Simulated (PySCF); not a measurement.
# From one method to the next for ZnO

What do other methods print for ZnO?

The runs use PySCF 2.14.0; each script names its method and basis.

### Step 1. The system as given

ZnO: 2 atoms, charge 0, spin multiplicity 1.

Bond lengths: Zn1–O2 1.582 Å.

### Step 2. The run that the others are compared with

Input file input.py:

```python
from pyscf import gto, dft

mol = gto.M(
    atom='Zn 0 0 0; O 0 0 1.582',
    basis='jorge-dzp-dkh',
    charge=0,
    spin=0,
    verbose=4,
)
mf = dft.RKS(mol, xc='lc_wpbe')
mf = mf.sfx2c1e()
mf.kernel()
mf.stability(internal=True, external=True)
mf.dip_moment()
print('orbital energies (hartree):', mf.mo_energy[..., max(0, mol.nelec[1]-3):mol.nelec[0]+3].round(4))
```

Started as:

```
$ python input.py
```

### Step 3. MP2 (RHF)

Run 1 changes step after the SCF: stability → mp2; SCF type: RKS → RHF; functional: lc_wpbe → none (Hartree–Fock); frozen orbitals: none → 6.

Edit input.py of step 2 so:

```diff
@@ -1,2 +1,2 @@
-from pyscf import gto, dft
+from pyscf import gto, scf, mp
 
@@ -9,6 +9,6 @@
 )
-mf = dft.RKS(mol, xc='lc_wpbe')
+mf = scf.RHF(mol)
 mf = mf.sfx2c1e()
 mf.kernel()
-mf.stability(internal=True, external=True)
+mp.MP2(mf, frozen=6).kernel()
 mf.dip_moment()
```

### Step 4. Population analysis

Run 2 changes step after the SCF: stability → analyze.

Edit input.py of step 2 so:

```diff
@@ -12,4 +12,3 @@
 mf.kernel()
-mf.stability(internal=True, external=True)
-mf.dip_moment()
+mf.analyze()
 print('orbital energies (hartree):', mf.mo_energy[..., max(0, mol.nelec[1]-3):mol.nelec[0]+3].round(4))
```

### Step 5. CASCI (RHF)

Run 3 changes step after the SCF: stability → casci; SCF type: RKS → RHF; functional: lc_wpbe → none (Hartree–Fock); active space: none → 8 electrons in 6 orbitals.

Input file input.py:

```python
from pyscf import gto, scf, mcscf

mol = gto.M(
    atom='Zn 0 0 0; O 0 0 1.582',
    basis='jorge-dzp-dkh',
    charge=0,
    spin=0,
    verbose=4,
)
mf = scf.RHF(mol)
mf = mf.sfx2c1e()
mf.kernel()
mc = mcscf.CASCI(mf, 6, 8)
mc.kernel()
mc.analyze()
mf.dip_moment()
print('orbital energies (hartree):', mf.mo_energy[..., max(0, mol.nelec[1]-3):mol.nelec[0]+3].round(4))
```

### Step 6. Bhandhlyp

Run 4 changes functional: lc_wpbe → bhandhlyp.

Edit input.py of step 2 so:

```diff
@@ -9,3 +9,3 @@
 )
-mf = dft.RKS(mol, xc='lc_wpbe')
+mf = dft.RKS(mol, xc='bhandhlyp')
 mf = mf.sfx2c1e()
```

### Step 7. SCF alone

Run 5 changes step after the SCF: stability → none.

Edit input.py of step 2 so:

```diff
@@ -12,3 +12,2 @@
 mf.kernel()
-mf.stability(internal=True, external=True)
 mf.dip_moment()
```

Before running it: what results should come out? Wanted: for each run, E(SCF); from base; gap; SCF dipole; after the SCF.

**Answer**, as computed:

| run | E(SCF) (hartree) | from base (eV) | cycles | gap (eV) | SCF dipole (D) | after the SCF |
| --- | --- | --- | --- | --- | --- | --- |
| base | -1870.631418 | 0 | 12 | 8.03 | 5.85 | unstable: RHF/RKS -> UHF/UKS |
| MP2 (RHF) | -1868.851485 | not comparable | 12 | 9.36 | 6.82 | MP2 correlation -19.087 eV, core frozen |
| population analysis | -1870.631418 | 0.0000 | 12 | 8.03 | 5.85 | n/a |
| CASCI (RHF) | -1868.851485 | not comparable | 12 | 9.36 | 6.82 | CASCI correlation -0.961 eV |
| bhandhlyp | -1870.792653 | not comparable | 11 | 5.56 | 5.68 | unstable: RHF/RKS -> UHF/UKS |
| SCF alone | -1870.631418 | 0.0000 | 12 | 8.03 | 5.85 | n/a |

In words: A lower total energy from another functional means nothing by itself.
